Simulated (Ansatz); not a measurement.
# BF2HS: the cost of one run

Computed with Ansatz 0.2.0, Gaussian basis. Level: PBE0-D4/def2-TZVP structures, single points in def2-TZVPP, no counterpoise correction.

Levels: SPW92, PBE-D4, BLYP-D4, r2SCAN-D4, B97M-V, PBE0-D4, B3LYP-D4, r2SCAN0-D4, BHLYP-D4, CAM-B3LYP-D4, wB97X-V, wB97M-V, B2PLYP, PBE-QIDH, RPA on PBE, Hartree-Fock, MP2, CCSD, CCSD(T).

Cores are frozen in the correlated methods. B3LYP uses VWN-RPA correlation. B2PLYP carries no dispersion term here.

79 further runs of the same task are left out: 1 that didn't finish, 78 set aside as unsound or not needed.

### 1 The system as given

The complex: 7 atoms, charge 0, spin multiplicity 1.

Atoms are counted from 1 here; the program's logs count them from 0.

Bond lengths: B1–F3 1.319 Å, B1–F4 1.318 Å, B1–S6 1.801 Å, H2–H5 0.747 Å, S6–H7 1.342 Å. Angles: F3–B1–F4 118.3°, F3–B1–S6 122.6°, F4–B1–S6 119.1°, B1–S6–H7 94.6°.

Coordinates:

```xyz
7
BF2H3S
B    -0.9151   -0.0913   -0.0683
H     1.9175   -1.3685    0.2346
F    -0.7064   -0.4840   -1.3100
F    -1.3222   -0.9857    0.8095
H     1.9913   -0.7316    0.6176
S    -0.6764    1.6128    0.4630
H    -0.2885    2.0481   -0.7462
```

Its parts: BF2HS holds atoms 1, 3, 4, 6, 7; H2 holds atoms 2, 5. Each part counts its atoms afresh in its own runs.

### 2 Relaxing BF2HS alone

File relax-a/in.yaml:

```yaml
crystal:
  periodic: [false, false, false]
  atoms:
    - {symbol: B, position_ang: [-0.915123, -0.091279, -0.068315]}
    - {symbol: F, position_ang: [-0.706437, -0.484008, -1.310023]}
    - {symbol: F, position_ang: [-1.322235, -0.985664, 0.809455]}
    - {symbol: S, position_ang: [-0.676434, 1.612799, 0.462991]}
    - {symbol: H, position_ang: [-0.288533, 2.048095, -0.746232]}
basis:
  gaussian: {orbitals: def2-TZVP}
hamiltonian: {xc: pbe0, dispersion: d4}
relax: {f_tol: 0.005, max_steps: 200}
```

Launch:

```sh
$ ansatz run in.yaml --threads 2 --pin off --events-out ev --progress --plain --max-ram 4352MiB
```

**Question.** How long does this run take on 2 threads of AMD EPYC 7R43, shared host?

About 13 s.
